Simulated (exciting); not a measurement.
# AlSn (P-6m2) in exciting: further runs

One crystal, AlSn, is run at these levels: RPBE, PBEsol, LDA; tasks: single point.

Program: exciting (release sodium). These are calculated values, not measurements. Logs are shortened: lines on timing, memory, paths and dates and some standing lists are left out, and cuts for length are marked.

## (1) Starting point

The structure is hexagonal, space group P-6m2 (No. 187). Conventional cell: a = 4.198 Å, b = 4.198 Å, c = 3.307 Å, α = 90.00°, β = 90.00°, γ = 120.00°. Sn (site symmetry -6m2) is surrounded by 6 Al at 2.93 Å and 2 Sn at 3.31 Å. Al (site symmetry -6m2) has 6 Sn at 2.93 Å and 2 Al at 3.31 Å as nearest neighbours.

The cell comes from a database or a generator and needn't be the stable form of this composition.

## (2) Single point, RPBE

input.xml reads:

```xml
<input>
  <title>AlSn</title>
  <structure speciespath="./" tshift="false">
    <crystal scale="1">
      <basevect>7.933269855926 0.000000000000 0.000000000000</basevect>
      <basevect>-3.966634927869 6.870413230184 0.000000000000</basevect>
      <basevect>0.000000000000 0.000000000000 6.249035166040</basevect>
    </crystal>
    <species speciesfile="Sn.xml" rmt="2.3">
      <atom coord="0.333333333300 0.666666666700 0.500000000000"/>
    </species>
    <species speciesfile="Al.xml" rmt="2">
      <atom coord="0.000000000000 0.000000000000 0.000000000000"/>
    </species>
  </structure>
  <groundstate do="fromscratch" ngridk="7 7 8" rgkmax="7.8" gmaxvr="14" lmaxapw="10" lmaxmat="10" lmaxvr="8" stype="Gaussian" swidth="0.00073499" nempty="10" ValenceRelativity="iora*" epsengy="1e-05" epspot="1e-05" maxscl="60" tforce="true" outputlevel="low">
    <libxc exchange="XC_GGA_X_RPBE" correlation="XC_GGA_C_PBE"/>
  </groundstate>
</input>
```

Potentials or basis: all-electron LAPW+lo, shipped species files, valence relativity iora*.

Run with:

```console
> OMP_NUM_THREADS=1 exciting_smp
```

INFO.OUT:

```text
================================================================================
EXCITING SODIUM started
[... 10 lines left out ...]

 Lattice vectors (cartesian) :
      7.9332698559      0.0000000000      0.0000000000
     -3.9666349279      6.8704132302      0.0000000000
      0.0000000000      0.0000000000      6.2490351660

 Reciprocal lattice vectors (cartesian) :
      0.7920044851      0.4572640027     -0.0000000000
      0.0000000000      0.9145280053      0.0000000000
      0.0000000000     -0.0000000000      1.0054648662

 Unit cell volume                           :     340.6026754821
 Brillouin zone volume                      :       0.7282685407

 Species :    1 (Sn)
     parameters loaded from                 :    Sn.xml
     name                                   :    tin

     atomic positions (lattice) :
       1 :   0.33333333  0.66666667  0.50000000

 Species :    2 (Al)
     parameters loaded from                 :    Al.xml
     name                                   :    aluminium

     atomic positions (lattice) :
       1 :   0.00000000  0.00000000  0.00000000

 Total number of atoms per unit cell        :       2

 Spin treatment                             :    spin-unpolarised

 Number of Bravais lattice symmetries       :      24
 Number of crystal symmetries               :      12

 k-point grid                               :       7    7    8
 Total number of k-points                   :      60
 k-point set is reduced with crystal symmetries

 R^MT_min * |G+k|_max (rgkmax)              :       7.80000000

 G-vector grid sizes                        :      36    36    30
 Total number of G-vectors                  :   15813

 Total nuclear charge                       :     -63.00000000
 Total electronic charge                    :      63.00000000

 Number of empty states                     :      10
 Total number of valence states             :      25

 Exchange-correlation type                  :     100
     libxc; exchange: Hammer, Hansen, and Norskov; correlation: Perdew, Burke & Ernzerhof (see libxc for references)

 Smearing scheme                            :    Gaussian
 Smearing width                             :       0.00073499

++++++++++++++++++++++++++++++++++++++++++++++++++++++++++++++++++++++++++++++++
+ Ending initialization                                                        +
++++++++++++++++++++++++++++++++++++++++++++++++++++++++++++++++++++++++++++++++

********************************************************************************
* Groundstate module started                                                   *
********************************************************************************
 Output level for this task is set to low

++++++++++++++++++++++++++++++++++++++++++++++++++++++++++++++++++++++++++++++++
[... 5 lines left out ...]
+ SCF iteration number :    1                                                  +
++++++++++++++++++++++++++++++++++++++++++++++++++++++++++++++++++++++++++++++++
 Total energy                               :     -6420.70512213
 _______________________________________________________________
 Fermi energy                               :         0.21626531
 DOS at Fermi energy (states/Ha/cell)       :        12.47832284
 Electron charge: Core leakage              :         0.00170352

++++++++++++++++++++++++++++++++++++++++++++++++++++++++++++++++++++++++++++++++
+ SCF iteration number :    2                                                  +
++++++++++++++++++++++++++++++++++++++++++++++++++++++++++++++++++++++++++++++++
 Total energy                               :     -6421.57413827
 _______________________________________________________________
 Fermi energy                               :         0.21506483
 DOS at Fermi energy (states/Ha/cell)       :        12.47846949
 Electron charge: Core leakage              :         0.00169865

 RMS change in effective potential (target) :  0.194000      ( 0.100000E-04)
 Absolute change in total energy   (target) :  0.869016      ( 0.100000E-04)
 Charge distance                   (target) :  0.537415E-03  ( 0.100000E-04)
 Abs. change in max-nonIBS-force   (target) :   0.00000      ( 0.500000E-04)

++++++++++++++++++++++++++++++++++++++++++++++++++++++++++++++++++++++++++++++++
+ SCF iteration number :    3                                                  +
++++++++++++++++++++++++++++++++++++++++++++++++++++++++++++++++++++++++++++++++
 Total energy                               :     -6422.00996035
 _______________________________________________________________
 Fermi energy                               :         0.21413470
 DOS at Fermi energy (states/Ha/cell)       :        12.47840429
 Electron charge: Core leakage              :         0.00169459

 RMS change in effective potential (target) :  0.142930      ( 0.100000E-04)
 Absolute change in total energy   (target) :  0.435822      ( 0.100000E-04)
 Charge distance                   (target) :  0.346764E-03  ( 0.100000E-04)
 Abs. change in max-nonIBS-force   (target) :   0.00000      ( 0.500000E-04)

++++++++++++++++++++++++++++++++++++++++++++++++++++++++++++++++++++++++++++++++
+ SCF iteration number :    4                                                  +
++++++++++++++++++++++++++++++++++++++++++++++++++++++++++++++++++++++++++++++++
 Total energy                               :     -6420.80666693
 _______________________________________________________________
 Fermi energy                               :         0.21190593
 DOS at Fermi energy (states/Ha/cell)       :        12.63837110
 Electron charge: Core leakage              :         0.00168448
[... 141 lines left out ...]
 RMS change in effective potential (target) :  0.173403E-07  ( 0.100000E-04)
 Absolute change in total energy   (target) :  0.149583E-04  ( 0.100000E-04)
 Charge distance                   (target) :  0.103529E-07  ( 0.100000E-04)
 Abs. change in max-nonIBS-force   (target) :   0.00000      ( 0.500000E-04)

++++++++++++++++++++++++++++++++++++++++++++++++++++++++++++++++++++++++++++++++
+ SCF iteration number :   15                                                  +
++++++++++++++++++++++++++++++++++++++++++++++++++++++++++++++++++++++++++++++++
 Total energy                               :     -6422.31615072
 _______________________________________________________________
 Fermi energy                               :         0.21150617
 DOS at Fermi energy (states/Ha/cell)       :        12.49460053
 Electron charge: Core leakage              :         0.00168341

 RMS change in effective potential (target) :  0.467017E-08  ( 0.100000E-04)
 Absolute change in total energy   (target) :  0.379118E-05  ( 0.100000E-04)
 Charge distance                   (target) :  0.212697E-08  ( 0.100000E-04)
 Abs. change in max-nonIBS-force   (target) :   0.00000      ( 0.500000E-04)

++++++++++++++++++++++++++++++++++++++++++++++++++++++++++++++++++++++++++++++++
+ SCF iteration number :   16                                                  +
++++++++++++++++++++++++++++++++++++++++++++++++++++++++++++++++++++++++++++++++
 Total energy                               :     -6422.31614853
 _______________________________________________________________
 Fermi energy                               :         0.21150617
 DOS at Fermi energy (states/Ha/cell)       :        12.49459610
 Electron charge: Core leakage              :         0.00168341

 RMS change in effective potential (target) :  0.167598E-07  ( 0.100000E-04)
 Absolute change in total energy   (target) :  0.219549E-05  ( 0.100000E-04)
 Charge distance                   (target) :  0.244842E-08  ( 0.100000E-04)
 Abs. change in max-nonIBS-force   (target) :   0.00000      ( 0.500000E-04)

++++++++++++++++++++++++++++++++++++++++++++++++++++++++++++++++++++++++++++++++
| Convergency criteria checked for the last 2 iterations                       +
| Convergence targets achieved. Performing final SCF iteration                 +
++++++++++++++++++++++++++++++++++++++++++++++++++++++++++++++++++++++++++++++++
 Total energy                               :     -6422.31615038
 _______________________________________________________________
 Fermi energy                               :         0.21150617
 DOS at Fermi energy (states/Ha/cell)       :        12.49458911
 Electron charge: Core leakage              :         0.00168341

++++++++++++++++++++++++++++++++++++++++++++++++++++++++++++++++++++++++++++++++
+ Self-consistent loop stopped                                                 +
++++++++++++++++++++++++++++++++++++++++++++++++++++++++++++++++++++++++++++++++
 STATE.OUT is written

--------------------------------------------------------------------------------
- Writing atomic positions and forces                                          -
--------------------------------------------------------------------------------

 Atomic positions (lattice) :
 atom     1  Sn  :     0.33333333    0.66666667    0.50000000
 atom     2  Al  :     0.00000000    0.00000000    0.00000000

 Total atomic forces including IBS (cartesian) :
 atom     1  Sn  :     0.00000000    0.00000000    0.00000000
 atom     2  Al  :    -0.00000000   -0.00000000    0.00000000

 Atomic force components including IBS (cartesian) :
 atom     1  Sn  :    -0.00000000    0.00000000    0.00000000   HF force
                 :    -0.00000000   -0.00000000    0.00000000   core correction
                 :     0.00000000    0.00000000    0.00000000   IBS correction
 atom     2  Al  :     0.00000000   -0.00000000    0.00000000   HF force
                 :     0.00000000    0.00000000    0.00000000   core correction
                 :     0.00000000   -0.00000000    0.00000000   IBS correction

********************************************************************************
* Groundstate module stopped                                                   *
********************************************************************************

================================================================================
| EXCITING SODIUM stopped                                                      =
================================================================================
```

It took 3.1 min on 1 thread of Arm Neoverse V2, shared host; peak memory 0.14 GiB.

What came out:

| Property | Result |
| --- | --- |
| Free energy | -174760.1255 eV |
| Band gap on the k mesh | none (metal or under the smearing width) |

## (3) Single point, PBEsol

input.xml, as its differences from that of step 2:

```diff
@@ -15,5 +15,3 @@
   </structure>
-  <groundstate do="fromscratch" ngridk="7 7 8" rgkmax="7.8" gmaxvr="14" lmaxapw="10" lmaxmat="10" lmaxvr="8" stype="Gaussian" swidth="0.00073499" nempty="10" ValenceRelativity="iora*" epsengy="1e-05" epspot="1e-05" maxscl="60" tforce="true" outputlevel="low">
-    <libxc exchange="XC_GGA_X_RPBE" correlation="XC_GGA_C_PBE"/>
-  </groundstate>
+  <groundstate do="fromscratch" ngridk="7 7 8" rgkmax="7.8" gmaxvr="14" lmaxapw="10" lmaxmat="10" lmaxvr="8" xctype="GGA_PBE_SOL" stype="Gaussian" swidth="0.00073499" nempty="10" ValenceRelativity="iora*" epsengy="1e-05" epspot="1e-05" maxscl="60" tforce="true" outputlevel="normal"/>
 </input>
```

Potentials or basis: all-electron LAPW+lo, shipped species files, valence relativity iora*.

Run with:

```console
> OMP_NUM_THREADS=1 exciting_smp
```

Wall time 3.1 min (1 thread of Arm Neoverse V2, shared host); peak memory 0.14 GiB.

It converged, with:

* Free energy: -174661.2195 eV
* Band gap on the k mesh: none (metal or under the smearing width)
* All electrons inside the program's atomic spheres: Sn 47.40; Al 10.82 (radii Sn 2.3, Al 2.0 bohr)

Levels at points of the mesh, in eV from the Fermi level:
```csv
k point,band 11,band 12,band 13,band 14,band 15,band 16,band 17,band 18
"(0.00, 0.00, 0.00)",-21.17,-10.47,-0.22,-0.22,0.68,2.59,3.12,3.12
"(0.00, 0.00, 0.50)",-21.11,-7.45,-6.21,2.70,2.70,3.60,3.60,3.75
```

## (4) Single point, LDA

input.xml, as its differences from that of step 3:

```diff
@@ -15,3 +15,3 @@
   </structure>
-  <groundstate do="fromscratch" ngridk="7 7 8" rgkmax="7.8" gmaxvr="14" lmaxapw="10" lmaxmat="10" lmaxvr="8" xctype="GGA_PBE_SOL" stype="Gaussian" swidth="0.00073499" nempty="10" ValenceRelativity="iora*" epsengy="1e-05" epspot="1e-05" maxscl="60" tforce="true" outputlevel="normal"/>
+  <groundstate do="fromscratch" ngridk="7 7 8" rgkmax="7.8" gmaxvr="14" lmaxapw="10" lmaxmat="10" lmaxvr="8" xctype="LDA_PW" stype="Gaussian" swidth="0.00073499" nempty="10" ValenceRelativity="iora*" epsengy="1e-05" epspot="1e-05" maxscl="60" tforce="true" outputlevel="normal"/>
 </input>
```

Run with:

```console
> OMP_NUM_THREADS=1 exciting_smp
```

Wall time 2.6 min (1 thread of Arm Neoverse V2, shared host); peak memory 0.14 GiB.

It converged, with:

| Item | Value |
| --- | --- |
| Free energy | -174579.4442 eV |
| Band gap on the k mesh | none (metal or under the smearing width) |
| All electrons inside the program's atomic spheres | Sn 47.43; Al 10.83 (radii Sn 2.3, Al 2.0 bohr) |

Levels at points of the mesh, in eV from the Fermi level:
```csv
k point,band 10,band 11,band 12,band 13,band 14,band 15,band 16,band 17,band 18,band 19
"(0.00, 0.00, 0.00)",-21.13,-21.13,-10.48,-0.22,-0.22,0.57,2.56,3.16,3.16,5.23
"(0.00, 0.00, 0.50)",-21.14,-21.08,-7.49,-6.19,2.66,2.66,3.60,3.60,3.70,4.05
```

## (5) Overview

| level | outputlevel | gap on the mesh (eV) |
| --- | --- | --- |
| RPBE | low | none |
| PBEsol | normal | none |
| LDA | normal | none |

Alike in all rows: task single point; potentials or basis all-electron LAPW+lo, shipped species files, valence relativity iora*; no spin polarisation; cell as given; k mesh 7 × 7 × 8; smearing gaussian 0.02 eV; rgkmax 7.8.

Every run on the cell as given and a fine mesh finds a metal.

Compare energies only between runs with the same functional and basis.
